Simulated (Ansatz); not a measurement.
# Ca (Calcium-beta): the cost of one run

Program: Ansatz 0.2.0. Level of theory: DFT LDA, frozen-core PAW, scalar-relativistic unless said. These are calculated values, not measurements.

The COD cell was measured well above room temperature, so it is larger than a cold one.

**1. The system as given**

The structure is hexagonal, space group P6_3/mmc (No. 194). Conventional cell: a = 3.980 Å, b = 3.980 Å, c = 6.520 Å, α = 90.00°, β = 90.00°, γ = 120.00°. Ca (site symmetry -6m2) is surrounded by 12 Ca at 3.98 to 3.99 Å.

As a file:

```cif
data_structure
_symmetry_space_group_name_H-M 'P 1'
_symmetry_Int_Tables_number 1
_cell_length_a 3.9800
_cell_length_b 3.9800
_cell_length_c 6.5200
_cell_angle_alpha 90.000
_cell_angle_beta 90.000
_cell_angle_gamma 120.000
_cell_volume 89.44
loop_
_atom_site_label
_atom_site_type_symbol
_atom_site_fract_x
_atom_site_fract_y
_atom_site_fract_z
_atom_site_occupancy
Ca1 Ca 0.33333 0.66667 0.25000 1
Ca2 Ca 0.66667 0.33333 0.75000 1
```

Cartesian axes are those of the input's lattice vectors. The structure goes back to a database entry.

**2. Cell and atoms relaxed, PAW**

input.yaml reads:

```yaml
crystal:
  lattice:
    - [3.98000000002, 0.0, 0.0]
    - [-1.99000000001, 3.44678110708, 0.0]
    - [0.0, 0.0, 6.52]
  atoms:
    - { symbol: Ca, position: [0.333333333333, 0.666666666667, 0.25] }
    - { symbol: Ca, position: [0.666666666667, 0.333333333333, 0.75] }
kpoints:
  mp_grid: { grid: [14, 14, 8] }
scf:
  occupations: { method: fermi_dirac, width: 0.1 }
hamiltonian:
  xc: lda
  pseudopotentials: { kind: paw }
relax:
  f_tol: 0.002
  max_steps: 80
  cell: {}
output:
  forces: true
  stress: true
```

Started as:

```bash
$ ansatz run input.yaml --threads 1 --pin off --max-ram 3072MiB --backend cpu --events-out ev --progress --plain --runs-dir out
```

What time and memory should one allow on 1 thread of Intel Xeon 6975P-C (Granite Rapids), shared host?

About 14 s, with a peak of 0.48 GiB.
